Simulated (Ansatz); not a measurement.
# V2S5: the cost of one run

Program: Ansatz 0.2.0. Level of theory: DFT PBE, scalar-relativistic, plane waves, PAW, unless a step names another level. These are calculated values, not measurements.

2 further runs of the same task are left out: 2 that didn't finish.

## 1. Starting point

Symmetry: P-3m1, No. 164, trigonal system. Conventional cell: a = 6.372 Å, b = 6.372 Å, c = 11.455 Å, α = 90.00°, β = 90.00°, γ = 120.00°. Around V (site symmetry 2/m) lie 6 S at 2.35 Å. V (site symmetry -3m) has 6 S at 2.35 Å as nearest neighbours. S (site symmetry 3m) has 1 S at 1.91 Å as nearest neighbours. S (site symmetry m) has 3 V at 2.35 Å as nearest neighbours. S (site symmetry 3m) is surrounded by 3 V at 2.35 Å.

Structure file:

```
V S
1.0
     6.37167    0.00000    0.00000
    -3.18584    5.51803    0.00000
     0.00000    0.00000   11.45527
V S
4 10
Cartesian
  3.1858 0.0000 0.0000
  -1.5929 2.7590 0.0000
  1.5929 2.7590 0.0000
  0.0000 0.0000 0.0000
  0.0000 0.0000 4.7735
  0.0000 0.0000 6.6817
  1.5921 4.5979 1.4669
  -1.5921 4.5979 1.4669
  1.5937 0.9201 9.9883
  3.1858 3.6778 9.9883
  3.1858 1.8393 1.4682
  4.7780 0.9201 9.9883
  0.0000 3.6787 9.9870
  0.0000 1.8402 1.4669
```

It came out lowest among 20 distinct ends of the trial cells. At a tolerance of 0.05 Å it has space group P-3m1 (No. 164). Site moments: 0.3 0.3 0.3 0.3 -0.4 -0.4 0.0 0.0 0.0 0.0 0.0 0.0 0.0 0.0 μB.

## 2. Bands, states and charges

File input.yaml:

```yaml
crystal:
  lattice:
    - [6.3716727021, 0.0, 0.0]
    - [-3.1858363511, 5.5180304246, 0.0]
    - [0.0, 0.0, 11.4552744993]
  atoms:
    - { symbol: V, position: [0.5, 0.0, 0.0], spin: 0.33 }
    - { symbol: V, position: [0.0, 0.5, 0.0], spin: 0.33 }
    - { symbol: V, position: [0.5, 0.5, 0.0], spin: 0.33 }
    - { symbol: V, position: [0.0, 0.0, 0.0], spin: 0.32 }
    - { symbol: S, position: [0.0, 0.0, 0.41671158], spin: -0.43 }
    - { symbol: S, position: [0.0, 0.0, 0.58328842], spin: -0.43 }
    - { symbol: S, position: [0.666503834, 0.833251917, 0.1280572051] }
    - { symbol: S, position: [0.166748083, 0.833251917, 0.1280572051] }
    - { symbol: S, position: [0.333496166, 0.166748083, 0.8719427949] }
    - { symbol: S, position: [0.833251917, 0.666503834, 0.8719427949] }
    - { symbol: S, position: [0.6666666667, 0.3333333333, 0.1281716121] }
    - { symbol: S, position: [0.833251917, 0.166748083, 0.8719427949] }
    - { symbol: S, position: [0.3333333333, 0.6666666667, 0.8718283879] }
    - { symbol: S, position: [0.166748083, 0.333496166, 0.1280572051] }
basis:
  ecutwfc: 420
kpoints:
  mp_grid: { grid: [6, 6, 4] }
  band_path:
    path:
      - [[0.0, 0.0, 0.0], [0.5, 0.0, 0.0], [0.33333333, 0.33333333, 0.0], [0.0, 0.0, 0.0], [0.0, 0.0, 0.5], [0.5, 0.0, 0.5], [0.33333333, 0.33333333, 0.5], [0.0, 0.0, 0.5]]
      - [[0.5, 0.0, 0.5], [0.5, 0.0, 0.0]]
      - [[0.33333333, 0.33333333, 0.5], [0.33333333, 0.33333333, 0.0]]
    npoints: 10
hamiltonian:
  xc: pbe
scf:
  occupations: { method: gaussian, width: 0.1 }
  n_extra_bands: 35
output:
  forces: true
  stress: true
  eigenvalues: true
  populations: true
  dos: { projected: true, de: 0.02, nscf_kmesh: { grid: [8, 8, 5] } }
  bader: false
magnetization:
  spin_polarized: true
checkpoint:
  read: start.run
  write: ck
  compress: false
  write_wavefunctions: false
  write_every: 100000
```

Launch:

```
> ansatz run input.yaml --threads 1 --pin off --max-ram 2560MiB --backend cpu --events-out ev --progress --plain --runs-dir out
```

What time and memory should one allow on 1 thread of Intel Xeon Platinum 8259CL at 2.50GHz (Skylake/Cascade Lake), shared host?

About 6.2 min, with a peak of 1.8 GiB.
